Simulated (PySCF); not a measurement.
# SnS: from the state search to spectroscopic constants

The task here is to estimate one member of a computed series from the others.

The runs use PySCF 2.14.0; Sn def2-SVP with ECP28, S def2-SVP, scalar-relativistic core potentials.

Set-up of the first run:

The job is set up so:

```
atoms                         : Sn, S
charge                        : 0
basis                         : Sn def2-SVP with ECP28, S def2-SVP
Hamiltonian                   : scalar-relativistic core potentials
basis functions               : 44
electrons treated             : 38
masses in u                   : 119.9022, 31.9721
levels                        : PBE0, PBE, r²SCAN, M06-2X, TPSS, PW91, CAM-B3LYP, HF, MP2, SCS-MP2, CCSD, CCSD(T)
grid                          : 80 radial by 434 angular points
occupations                   : held fixed by the projection of orbital angular momentum
dissociation limit            : Sn + S, each in its ground configuration
starting distance in angstrom : 2.335
values of 2S to try           : 0, 2, 4
```

Command:

```
$ OMP_NUM_THREADS=1 python dia.py task.json out
```

Among the steps run: Input; PBE0 along the bond; Higher solutions at PBE0; PBE (GGA); r²SCAN; M06-2X; TPSS; PW91 (GGA); CAM-B3LYP (range-separated hybrid); RHF; Adding correlation.

One of the session's tables, all rows but one given; the rest of the session is left out.

It belongs to the step «The curves together». Energy (eV) from each level's lowest point:

| R (Å) | RHF | RHF-MP2 | RHF-SCS-MP2 | RHF-CCSD | RHF-CCSD(T) |
| --- | --- | --- | --- | --- | --- |
| 1.914 | 1.603 | 1.817 | 1.823 | n/a | n/a |
| 2.003 | 0.661 | 0.830 | 0.832 | 0.806 | 0.888 |
| 2.092 | 0.167 | 0.277 | 0.277 | 0.259 | 0.313 |
| 2.159 | 0.013 | 0.071 | 0.071 | 0.061 | 0.089 |
| 2.226 | 0.000 | 0.000 | 0.000 | 0.000 | 0.000 |
| 2.293 | 0.096 | 0.032 | 0.033 | 0.045 | 0.012 |
| 2.382 | 0.348 | 0.194 | 0.197 | 0.225 | 0.144 |
| 2.493 | ? | ? | ? | ? | ? |
| 2.627 | 1.458 | 1.053 | 1.061 | 1.126 | 0.870 |
| 2.805 | 2.400 | 1.912 | 1.911 | n/a | n/a |

Q: Estimate the row for R (Å) = 2.493 from the others.

Worked estimate for «RHF». A straight line through the neighbours (2.382, 0.348) and (2.627, 1.458) gives 0.348 + (1.458 − 0.348) × (2.493 − 2.382) / (2.627 − 2.382) = 0.851; a parabola fitted to 4 rows on both sides gives 0.819.

As computed: RHF: 0.801; RHF-MP2: 0.529; RHF-SCS-MP2: 0.534; RHF-CCSD: 0.584; RHF-CCSD(T): 0.431. In «RHF» the line misses by +0.050 and the parabola by +0.018.

State 2 has its PBE0 minimum 2.13 eV higher. The other levels ran on the lowest alone.
